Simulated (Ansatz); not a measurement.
**GaH₆NOSi: a ladder of functionals and wavefunction methods**

An exercise on one series of results from a longer session: the logs are not shown, and one member is left open.

The runs use Ansatz 0.2.0, Gaussian basis; functionals in def2-TZVPP, the program's frozen cores in correlated methods.

The runs, in order: PBE-D4, r2SCAN-D4, PBE0-D4, B3LYP-D4, ωB97X-V, ωB97M-V, B2PLYP; CCSD(T)/def2-TZVPP; MP2/def2-QZVPP; extrapolation to the limit.

## The relaxed structure

All runs share one geometry, relaxed beforehand with PBE0-D4 in a triple-zeta def2 set.

SMILES `[NH2][GaH][SiH2]O`, 10 atoms, charge 0, spin multiplicity 1.

Atoms are counted from 1 here; the program's logs count them from 0.

Bond lengths: N1–Ga2 1.818 Å, N1–H5 1.006 Å, N1–H6 1.006 Å, Ga2–Si3 2.405 Å, Ga2–H7 1.567 Å, Si3–O4 1.659 Å, Si3–H8 1.496 Å, Si3–H9 1.496 Å, O4–H10 0.958 Å. Angles: Ga2–N1–H5 124.4°, Ga2–N1–H6 123.9°, H5–N1–H6 111.7°, N1–Ga2–Si3 116.5°, N1–Ga2–H7 115.0°, Si3–Ga2–H7 128.4°, Ga2–Si3–O4 107.3°, Ga2–Si3–H8 111.5°, Ga2–Si3–H9 111.9°, O4–Si3–H8 110.5°, O4–Si3–H9 110.5°, H8–Si3–H9 105.2°, Si3–O4–H10 117.1°.

Coordinates:

```csv
atom,x (Å),y (Å),z (Å)
N1,-0.2629,2.2671,0.4642
Ga2,0.5135,0.6594,0.8092
Si3,-0.3018,-1.2199,-0.4513
O4,0.9996,-2.1964,-0.7775
H5,-0.9722,2.4174,-0.2330
H6,-0.0211,3.1209,0.9388
H7,1.6179,0.6817,1.9200
H8,-1.3467,-1.9769,0.3067
H9,-0.9694,-0.7942,-1.7206
H10,0.8262,-3.0099,-1.2535
```

The first run:

File in.yaml:

```yaml
crystal:
  periodic: [false, false, false]
  atoms:
    - {symbol: N, position_ang: [-0.262886, 2.267086, 0.464214]}
    - {symbol: Ga, position_ang: [0.513548, 0.659381, 0.809201]}
    - {symbol: Si, position_ang: [-0.301758, -1.219931, -0.451335]}
    - {symbol: O, position_ang: [0.999599, -2.196383, -0.777530]}
    - {symbol: H, position_ang: [-0.972174, 2.417393, -0.232962]}
    - {symbol: H, position_ang: [-0.021135, 3.120858, 0.938829]}
    - {symbol: H, position_ang: [1.617929, 0.681687, 1.920038]}
    - {symbol: H, position_ang: [-1.346662, -1.976874, 0.306707]}
    - {symbol: H, position_ang: [-0.969418, -0.794169, -1.720619]}
    - {symbol: H, position_ang: [0.826153, -3.009948, -1.253544]}
basis:
  gaussian: {orbitals: def2-TZVPP}
hamiltonian: {xc: pbe, dispersion: d4}
output: {forces: true, orbitals: {seedname: orbitals}}
```

Launch:

```console
> ansatz run in.yaml --threads 4 --pin off --events-out ev --progress --plain --max-ram 10444MiB
```

Among the steps run: PBE-D4 (GGA); r2SCAN-D4 (meta-GGA); PBE0-D4 (hybrid); B3LYP-D4 (hybrid); ωB97X-V (range-separated); ωB97M-V (range-separated); B2PLYP (double hybrid); CCSD(T) in def2-TZVPP; MP2 in def2-QZVPP.

One of the session's tables, all rows but one given; the rest of the session is left out.

```
            method  atomisation energy (kcal/mol)
            PBE-D4                          748.6
         r2SCAN-D4                          744.2
           PBE0-D4                          735.8
          B3LYP-D4                          742.9
           ωB97X-V                          750.7
           ωB97M-V                              ?
            B2PLYP                          735.8
     HF/def2-TZVPP                          519.3
    MP2/def2-TZVPP                          735.1
   CCSD/def2-TZVPP                          718.0
CCSD(T)/def2-TZVPP                          728.4
           MP2/CBS                          757.4
       CCSD(T)/CBS                          750.7
```

**Question.** Estimate the row for ωB97M-V.

As computed: atomisation energy (kcal/mol): 745.7. In the column «atomisation energy (kcal/mol)» it lies between r2SCAN-D4 (744.2) and PBE-D4 (748.6).

To keep in mind: Free atoms (1 N, 1 Ga, 1 Si, 1 O, 6 H) were run apart at each level; the atomisation energy is their sum less the molecule, without zero-point or spin-orbit terms.
